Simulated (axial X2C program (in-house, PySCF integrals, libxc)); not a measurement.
# All-electron X2C curves of CoS⁻ in the non-relativistic limit (speed of light times 100)

What are the state, bond length, wavenumber and bond energy of CoS⁻?

The runs use an in-house X2C program for linear molecules on PySCF integrals; all-electron X2C, Co dyall-av3z, S dyall-av3z.

All values are calculated.

## 1. The job

File task.json:

```json
{
 "zs": [
  27,
  16
 ],
 "q": -1,
 "bas": [
  "dyall-av3z",
  "dyall-av3z"
 ],
 "levels": [
  "PBE0",
  "HF",
  "PBE",
  "TPSS"
 ],
 "cc": false,
 "r0": 1.97,
 "npts": 10,
 "nst": 2,
 "ntry": 6,
 "opt": {
  "cfac": 100
 }
}
```

Keys: zs atomic numbers; q charge; bas basis sets; levels methods (HF also brings MP2); cc coupled cluster on or off; r0 starting distance in Å; npts points asked for on the curve; nst determinants followed; ntry starts of the search; cfac factor on the speed of light (100 gives the non-relativistic limit).

Command:

```bash
python so2c.py task.json out
```

The Hamiltonian is the X2C one with the speed of light multiplied by 100, which is the non-relativistic limit. Basis: Co dyall-av3z contracted to [10s10p7d3f2g], S dyall-av3z contracted to [9s8p3d2f]; Gaussian nuclei, density fitting. Masses: Co 58.933 u, S 31.972 u.

Notation: σ, π±, δ± give the projection m of an orbital's angular momentum (0, ±1, ±2), α and β its spin, Λ and M_S the sums; ω is the projection of a spinor's total angular momentum and Ω the sum. Logs are in hartree.

The results follow Hamiltonian by Hamiltonian and level by level.

## 2. Which state to follow

PBE0 moves the distance from 1.970 Å to 2.074 Å and compares determinants there.

Spin-free determinants:

```csv
ΔE (eV),state,open shells
0.00,"M_S = 2, Λ = 2","beyond closed shells: σα, π+α, π-α, δ+α, δ+β, δ-α"
0.20,"M_S = 1, Λ = 3","beyond closed shells: π+α, π+β, π-α, δ+α, δ+β, δ-α"
0.28,"M_S = 1, Λ = 0","beyond closed shells: π+α, π-α"
0.32,"M_S = 1, Λ = 2","beyond closed shells: σβ, π+α, π-α, δ+α, δ+β, δ-α"
0.37,"M_S = 1, Λ = 1","beyond closed shells: π+α, π-α, π-β, δ+α, δ+β, δ-α"
1.86,"M_S = 2, Λ = 1","beyond closed shells: π+α, 2 × π-α, δ+α, δ+β, δ-α"
1.86,"M_S = 2, Λ = 3","beyond closed shells: 2 × π+α, π-α, δ+α, δ+β, δ-α"
```

## 3. PBE0, non-rel.

State followed: M_S = 2, Λ = 2 (beyond closed shells: σα, π+α, π-α, δ+α, δ+β, δ-α). The scan is laid around 2.074 Å, a first estimate of the minimum, and this SCF restarts from the orbitals of the search.

Output at 2.074 Å:

```text
spin-free X2C-1e  PBE0
basis functions 176  fitting functions 967  grid points 5080
iter        total energy     max residual
   1      -1780.683557283     9.16e-05
   2      -1780.683557345     8.12e-05
   3      -1780.683557393     3.89e-05
   4      -1780.683557410     1.39e-05
   5      -1780.683557418     1.67e-05
converged
one-electron -2694.16006329  Coulomb 888.03369905  exact exchange -20.76001708  xc functional -64.02116603  nuclear repulsion 110.22398993
```

Along the bond, energies from the lowest point:

| R (Å) | E (eV) | μ (D) | HOMO (eV) | LUMO (eV) | iterations |
| --- | --- | --- | --- | --- | --- |
| 1.804 | 0.8443 | 0.80 | 0.35 | 1.88 | 49 |
| 1.887 | 0.3500 | 0.00 | 0.21 | 1.89 | 45 |
| 1.950 | 0.1375 | -0.56 | 0.10 | 1.90 | 45 |
| 2.012 | 0.0287 | -1.10 | 0.00 | 1.90 | 42 |
| 2.074 | 0.0000 | -1.60 | -0.10 | 1.90 | 5 |
| 2.147 | 0.0431 | -2.16 | -0.21 | 1.90 | 40 |
| 2.219 | 0.1468 | -2.68 | -0.31 | 1.90 | 36 |
| 2.312 | 0.3404 | -3.30 | -0.43 | 1.90 | 34 |
| 2.427 | 0.6314 | -3.97 | -0.57 | 1.90 | 33 |
| 2.592 | 1.0916 | -4.76 | -0.73 | 1.81 | 33 |

Dipoles are positive if S is the positive end and refer to the centre of mass.

Outer orbitals at the reference distance:

```json
{"symmetry": "σα", "occupied": "yes", "ε (eV)": "-12.79", "atomic character": "72% S s, 10% Co d, 10% Co p"}
{"symmetry": "σβ", "occupied": "yes", "ε (eV)": "-12.14", "atomic character": "72% S s, 11% Co p, 10% Co d"}
{"symmetry": "π+α", "occupied": "yes", "ε (eV)": "-6.38", "atomic character": "96% Co d, 3% S p"}
{"symmetry": "π-α", "occupied": "yes", "ε (eV)": "-6.38", "atomic character": "96% Co d, 3% S p"}
{"symmetry": "δ-α", "occupied": "yes", "ε (eV)": "-5.85", "atomic character": "100% Co d"}
{"symmetry": "δ+α", "occupied": "yes", "ε (eV)": "-5.85", "atomic character": "100% Co d"}
{"symmetry": "σα", "occupied": "yes", "ε (eV)": "-5.61", "atomic character": "80% Co d, 14% S p, 4% S s"}
{"symmetry": "σβ", "occupied": "yes", "ε (eV)": "-3.88", "atomic character": "64% Co d, 29% S p, 5% S s"}
{"symmetry": "δ+β", "occupied": "yes", "ε (eV)": "-3.17", "atomic character": "100% Co d"}
{"symmetry": "σα", "occupied": "yes", "ε (eV)": "-2.62", "atomic character": "56% S p, 28% Co s, 12% Co d"}
{"symmetry": "σβ", "occupied": "yes", "ε (eV)": "-1.73", "atomic character": "46% S p, 26% Co d, 24% Co s"}
{"symmetry": "π+β", "occupied": "yes", "ε (eV)": "-1.68", "atomic character": "63% S p, 29% Co d, 6% Co p"}
{"symmetry": "π-β", "occupied": "yes", "ε (eV)": "-1.64", "atomic character": "66% S p, 25% Co d, 7% Co p"}
{"symmetry": "π+α", "occupied": "yes", "ε (eV)": "-1.52", "atomic character": "81% S p, 10% Co p, 7% Co d"}
{"symmetry": "π-α", "occupied": "yes", "ε (eV)": "-1.52", "atomic character": "81% S p, 10% Co p, 7% Co d"}
{"symmetry": "σα", "occupied": "yes", "ε (eV)": "-0.10", "atomic character": "38% Co p, 36% Co s, 18% S p"}
{"symmetry": "σα", "occupied": "no", "ε (eV)": "1.90", "atomic character": "94% Co p, 5% Co s"}
{"symmetry": "π-α", "occupied": "no", "ε (eV)": "1.99", "atomic character": "99% Co p"}
{"symmetry": "π+α", "occupied": "no", "ε (eV)": "1.99", "atomic character": "99% Co p"}
{"symmetry": "σβ", "occupied": "no", "ε (eV)": "2.10", "atomic character": "95% Co p, 4% Co s"}
```

PBE0 fields in the half plane through the axis: z from -2.4 to 4.2 Å across, distance from the axis 0.15 to 2.25 Å upwards; Co lies at z = 0 and S at z = 2.074 Å; the ELF is damped to zero where the density is low.

log10 density (e/bohr³). Ten even steps from '0' (-3.94 ) to '9' (1.38 ):
```
01111111111112221111000
11112222222222222221100
11222223333333333322110
12223333333334444333211
22233344444444554443221
22333445655455555544321
22334457775555666554322
22334568986556897654322
```

ELF. Ten even steps from '0' (0.00 ) to '9' (0.98 ):
```
24565432111111222110000
57887543222223343321000
88987543222345555543210
99986432222456777765310
99985311211478888876421
99984112421378878887631
99984226862277101888642
99974267676272774598742
```

Re = 2.069 Å, ωe = 460 cm⁻¹, ωexe = 1.62 cm⁻¹, Be = 0.19 cm⁻¹, De = 2.97 eV, μ = -1.56 D.

## 4. HF, non-rel.

Output at 2.074 Å:

```text
spin-free X2C-1e  HF
basis functions 176  fitting functions 967  grid points 5080
iter        total energy     max residual
   1      -1778.942442639     1.94e-01
   2      -1779.001739823     2.01e-02
   3      -1779.013157459     6.38e-02
   4      -1779.020099307     9.48e-03
   5      -1779.020884376     2.86e-03
   6      -1779.021301885     3.22e-03
   7      -1779.021405251     1.99e-03
   8      -1779.021470734     4.05e-04
   9      -1779.021480706     4.38e-04
  10      -1779.021484640     1.45e-04
  11      -1779.021485264     4.68e-05
  12      -1779.021485400     3.69e-05
  13      -1779.021485427     1.18e-05
  14      -1779.021485435     5.83e-06
  15      -1779.021485436     3.76e-06
  16      -1779.021485436     1.04e-06
converged
one-electron -2693.27139449  Coulomb 887.30077427  exact exchange -83.27485515  xc functional 0.00000000  nuclear repulsion 110.22398993
```

No constants are quoted: the solution changes its character somewhere along the scan, so the fit is set aside.

## 5. PBE, non-rel.

Output at 2.074 Å:

```text
spin-free X2C-1e  PBE
basis functions 176  fitting functions 967  grid points 5080
iter        total energy     max residual
   1      -1780.650427651     6.46e-02
   2      -1780.656635943     4.20e-02
   3      -1780.661573421     1.81e-02
   4      -1780.663297774     9.61e-03
   5      -1780.663709203     2.90e-03
   6      -1780.663789848     4.98e-04
   7      -1780.663799107     3.12e-04
   8      -1780.663801430     1.24e-04
   9      -1780.663802074     7.47e-05
  10      -1780.663802370     5.50e-05
  11      -1780.663802450     2.16e-05
  12      -1780.663802467     8.76e-06
  13      -1780.663802469     3.84e-06
converged
one-electron -2694.18414436  Coulomb 888.00170890  exact exchange 0.00000000  xc functional -84.70535694  nuclear repulsion 110.22398993
```

Re = 2.062 Å, ωe = 449 cm⁻¹, ωexe = 1.96 cm⁻¹, Be = 0.1913 cm⁻¹, De = 3.43 eV, μ = 0.28 D.

## 6. TPSS, non-rel.

The SCF at the reference distance of 2.074 Å:

```text
spin-free X2C-1e  TPSS
basis functions 176  fitting functions 967  grid points 5080
iter        total energy     max residual
   1      -1781.115281155     3.70e-02
   2      -1781.119320767     2.27e-02
   3      -1781.121380330     1.48e-02
   4      -1781.123000023     1.24e-02
   5      -1781.123436219     3.07e-03
   6      -1781.123522161     5.51e-04
   7      -1781.123529176     3.77e-04
   8      -1781.123531054     1.13e-04
   9      -1781.123531359     8.20e-05
  10      -1781.123531506     4.45e-05
  11      -1781.123531555     2.20e-05
  12      -1781.123531563     4.42e-06
converged
one-electron -2694.15182673  Coulomb 887.98296776  exact exchange 0.00000000  xc functional -85.17866252  nuclear repulsion 110.22398993
```

Re = 2.062 Å, ωe = 451 cm⁻¹, ωexe = 1.88 cm⁻¹, Be = 0.1912 cm⁻¹, De = 3.14 eV, μ = -0.11 D.

## 7. MP2, non-rel.

Correlated methods: 16 electrons correlated (frozen shells, counted by type: Co 3 s, 2 p; S 2 s, 1 p), 280 virtual spinors in MP2.

MP2: No constants are quoted: the reference changes its character somewhere along the scan, so the fit is set aside.

## 8. A higher determinant, non-rel.

State: M_S = 1, Λ = 3 (beyond closed shells: π+α, π+β, π-α, δ+α, δ+β, δ-α).

Output at the reference distance:

```text
spin-free X2C-1e  PBE0
basis functions 176  fitting functions 967  grid points 5080
iter        total energy     max residual
   1      -1780.676115035     2.38e-05
   2      -1780.676115044     3.33e-05
   3      -1780.676115057     1.30e-05
   4      -1780.676115060     7.48e-06
converged
one-electron -2695.71223285  Coulomb 889.60201694  exact exchange -20.75538882  xc functional -64.03450026  nuclear repulsion 110.22398993
```

```csv
R (Å),E above the lowest PBE0 point (eV)
1.804,0.897
1.887,0.468
1.950,0.292
2.012,0.210
2.074,0.203
2.147,0.264
2.219,0.382
2.312,0.587
2.427,0.883
```

Re = 2.050 Å, ωe = 461 cm⁻¹, ωexe = 1.62 cm⁻¹, Be = 0.1936 cm⁻¹, μ = -3.99 D. ⟨S²⟩ = 2.42 against 2.00 for a pure state, so this determinant mixes spins. Te = 0.20 eV.

## 9. The non-rel. curves together

Energy (eV) of the followed determinant, non-rel., from each level's lowest point:

| R (Å) | PBE0 | HF (jumps) | MP2 (its reference jumps) | PBE | TPSS |
| --- | --- | --- | --- | --- | --- |
| 1.804 | 0.844 | 1.739 | 1.037 | 0.772 | 0.782 |
| 1.887 | 0.350 | 0.940 | 0.481 | 0.308 | 0.313 |
| 1.950 | 0.138 | 0.534 | 0.221 | 0.114 | 0.117 |
| 2.012 | 0.029 | 0.261 | 0.069 | 0.020 | 0.020 |
| 2.074 | 0.000 | 0.093 | 0.000 | 0.000 | 0.000 |
| 2.147 | 0.043 | 0.003 | 0.003 | 0.047 | 0.047 |
| 2.219 | 0.147 | 0.000 | 0.072 | 0.149 | 0.150 |
| 2.312 | 0.340 | 0.090 | 0.231 | 0.330 | 0.334 |
| 2.427 | 0.631 | 0.291 | 0.496 | 0.595 | 0.604 |
| 2.592 | 1.092 | 0.628 | 1.024 | 1.005 | 1.026 |

The whole job took 3.9 min on 1 thread of Arm Neoverse N1, shared host; peak memory 0.36 GiB.

## 10. Results

Lowest determinant that the search found at its distance, non-rel.: M_S = 2, Λ = 2 (beyond closed shells: σα, π+α, π-α, δ+α, δ+β, δ-α).

```json
{"Hamiltonian": "non-rel.", "level": "PBE0", "Re (Å)": "2.069", "ωe (cm⁻¹)": "460", "De (eV)": "2.97", "μ (D)": "-1.56"}
{"Hamiltonian": "non-rel.", "level": "PBE", "Re (Å)": "2.062", "ωe (cm⁻¹)": "449", "De (eV)": "3.43", "μ (D)": "0.28"}
{"Hamiltonian": "non-rel.", "level": "TPSS", "Re (Å)": "2.062", "ωe (cm⁻¹)": "451", "De (eV)": "3.14", "μ (D)": "-0.11"}
```

Dipoles are positive if S is the positive end and refer to the centre of mass. No constants: non-rel. HF (the solution changes its character somewhere along the scan, so the fit is set aside); non-rel. MP2 (the reference changes its character somewhere along the scan, so the fit is set aside).

Time per point (s) on 1 thread of Arm Neoverse N1, shared host (non-rel. runs); the times are rough: PBE0 2.3, PBE 1.7, TPSS 3.6.

What this shows: Bond lengths run from 2.062 Å (non-rel. PBE) to 2.069 Å (non-rel. PBE0).

De refers to Co + S-, each in the lowest determinant found, which need not be this curve's own limit. The state is a single determinant with fixed occupations, the lowest that a limited PBE0 search found. De is counted from the lowest determinant-based energies of the atoms at the same level, without counterpoise correction. The meta-GGAs lack a current-density term, which matters for open shells with orbital currents, atoms included. With several unpaired electrons one determinant need not be a pure state. At some level an empty orbital lies below a filled one. These are model numbers, with the speed of light changed.
